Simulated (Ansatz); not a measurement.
**BGeN (singlet): wave-function methods side by side at a displaced geometry (v2), cc-pVDZ**

An exercise on one series of results from a longer session: the logs are not shown, and one member is left open.

Program: Ansatz 0.2.0, Gaussian basis. Level of theory: cc-pVDZ, core rule «outside noble gas», up to 16 orbitals frozen. These are calculated values, not measurements.

To be run: UHF; CCSD(T) on RHF; BCCD(T) on RHF; CISD; CCSDT(Q) on RHF.

19 further runs of the same task are left out: 9 that didn't finish, 10 set aside as unsound or not needed.

## The system

The geometry is a PBE0/def2-TZVP stationary point (not a proven minimum) with its atoms shifted at random (size 0.100 Å). No spin-orbit coupling is included. The filled d shell of Ge may be among the frozen orbitals whatever the setting's name suggests; the logs give the count.

3 atoms, charge 0, spin multiplicity 1.

Atoms are counted from 1 here; the program's logs count them from 0.

Bond lengths: B1–N2 1.364 Å, N2–Ge3 1.698 Å. Angles: B1–N2–Ge3 153.8°.

The first run:

in.yaml reads:

```yaml
crystal:
  periodic: [false, false, false]
  atoms:
    - {symbol: B, position_ang: [0.089476, -0.138433, 2.408146]}
    - {symbol: N, position_ang: [-0.075398, 0.230124, 1.105248]}
    - {symbol: Ge, position_ang: [0.001222, -0.023770, -0.571522]}
basis:
  gaussian: {orbitals: cc-pVDZ}
magnetization: {spin_polarized: true, initial_magnetization: 0}
hamiltonian: {xc: hf}
output: {orbitals: {seedname: orbitals}}
```

Started as:

```
ansatz run in.yaml --threads 1 --pin off --events-out ev --progress --plain --max-ram 2393MiB
```

Steps of the session up to this table: UHF; CCSD(T) on RHF; BCCD(T) on RHF; CISD; CCSDT(Q) on RHF.

One of the session's tables, all rows but one given; the rest of the session is left out.

```
   method  from RCCSDT(Q) (meV)
      RHF               +9091.8
     RMP2               +1078.3
    RCCSD                     ?
 RCCSD(T)                 +72.4
  BCCD(T)                 +66.6
   RCCSDT                 +52.6
RCCSDT(Q)                     0
```

Q: Estimate the row for RCCSD from the others.

The run gave: from RCCSDT(Q) (meV): +519.4. In the column «from RCCSDT(Q) (meV)» it lies between RCCSD(T) (+72.4) and RMP2 (+1078.3).

Not comparable, so not listed: CISD (they don't share determinant, frozen orbitals or solution with the rows shown, or repeat one).
